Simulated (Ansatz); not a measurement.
# Rh: the cost of one run

Program: Ansatz 0.2.0. Level of theory: the levels named in each step. These are calculated values, not measurements.

## Step 1: Starting point

Coordinates:

```xyz
1

Rh    0.0000    0.0000    0.0000
```

## Step 2: Single point, PBE0/def2-TZVPPD

input.yaml

```yaml
crystal:
  periodic: [false, false, false]
  atoms:
    - { symbol: Rh, position_ang: [0.0, 0.0, 0.0] }
magnetization:
  spin_polarized: true
  initial_magnetization: 3
basis:
  gaussian: { orbitals: def2-TZVPPD.json }
hamiltonian:
  xc: pbe0
```

Run with:

```bash
$ ansatz run input.yaml --threads 2 --pin off --max-ram 5120MiB --backend cpu --events-out ev --progress --plain --runs-dir out
```

What time and memory should one allow on 2 threads of Intel Xeon at 2.50GHz (Skylake/Cascade Lake), shared host?

About 3.6 s, with a peak of 0.099 GiB.
